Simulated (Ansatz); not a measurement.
I need a rigid torsion scan of B2H4Se, SMILES BB[SeH]. Use Ansatz's Python interface. Settings (for the species named): B3LYP, def2-SVP basis, multiplicity 1, D3BJ dispersion.

```xyz
7

B    -0.9904    0.3300   -0.5267
B     0.1556    0.2069    0.5919
Se    1.1054   -1.5366    0.7614
H    -1.2470   -0.5225   -1.2426
H    -1.6089    1.3954   -0.6636
H     0.4422    1.1358    1.2888
H     2.2043   -1.0770   -0.2550
```

The script, `torsion_b2h4se.py`:
```python
# -*- coding: utf-8 -*-
"""Rigid torsion scan of B2H4Se."""

from dataclasses import dataclass

import ansatz as az
from ase import Atoms


@dataclass(frozen=True)
class Settings:
    basis: str = "def2-SVP"
    xc: str = "b3lyp"
    dispersion: str = "d3bj"
    fmax: float = 0.02


cfg = Settings()

atoms = Atoms(["B", "B", "Se", "H", "H", "H", "H"], positions=[
    (-0.9904, 0.33, -0.5267),
    (0.1556, 0.2069, 0.5919),
    (1.1054, -1.5366, 0.7614),
    (-1.247, -0.5225, -1.2426),
    (-1.6089, 1.3954, -0.6636),
    (0.4422, 1.1358, 1.2888),
    (2.2043, -1.077, -0.255),
])

# start the scan from a relaxed geometry
first = az.Crystal.molecule_from_ase(atoms).calculation()
first = first.basis(gaussian=cfg.basis)
first = first.functional(cfg.xc, dispersion=cfg.dispersion)
first = first.relax(force_tolerance=cfg.fmax, max_steps=80)
atoms.positions = first.run(threads=1).report["positions_ang"]

start = atoms.get_dihedral(2, 1, 0, 3)
energies = {}
for turn in range(0, 360, 40):
    turned = atoms.copy()
    turned.set_dihedral(2, 1, 0, 3, start + turn, indices=[0, 3, 4])
    calculation = (
        az.Crystal.molecule_from_ase(turned).calculation()
        .basis(gaussian=cfg.basis)
        .functional(cfg.xc, dispersion=cfg.dispersion)
    )
    energies[round((start + turn) % 360)] = calculation.run(threads=1).report["free_energy_ev"]
floor = min(energies.values())
print("dihedral Se2-B1-B0-H3 (deg)   E - E(min) (kcal/mol)")
for angle, e in sorted(energies.items()):
    print(f"{angle:8d} {23.060548 * (e - floor):14.3f}  " + "#" * int(30 * (e - floor) / max(max(energies.values()) - floor, 1e-9)))
```

`python torsion_b2h4se.py` gives:
```text
dihedral Se2-B1-B0-H3 (deg)   E - E(min) (kcal/mol)
      29          5.769  ######################
      69          0.917  ###
     109          0.952  ###
     149          5.826  ######################
     189          7.683  #############################
     229          3.001  ###########
     269          0.000
     309          3.058  ###########
     349          7.706  ##############################
```

Reading the output:
- The scan is rigid and the energies are electronic, in a modest basis. With rigid groups the curve can differ much from the relaxed path, the start wasn't checked as a minimum of this torsion, and equivalent turns needn't return to the same energy.
- b3lyp holds the VWN-RPA fit, as in Gaussian; the form of ORCA and Turbomole is b3lyp5.
- Wall time of the script: 71 s on 1 thread of Arm Neoverse V1, with other jobs on the host, peak memory 0.23 GiB.

(A comment or docstring line of the script was reworded after the run, the code is as it ran; lines on the test bed's own set-up are left out of the output.)
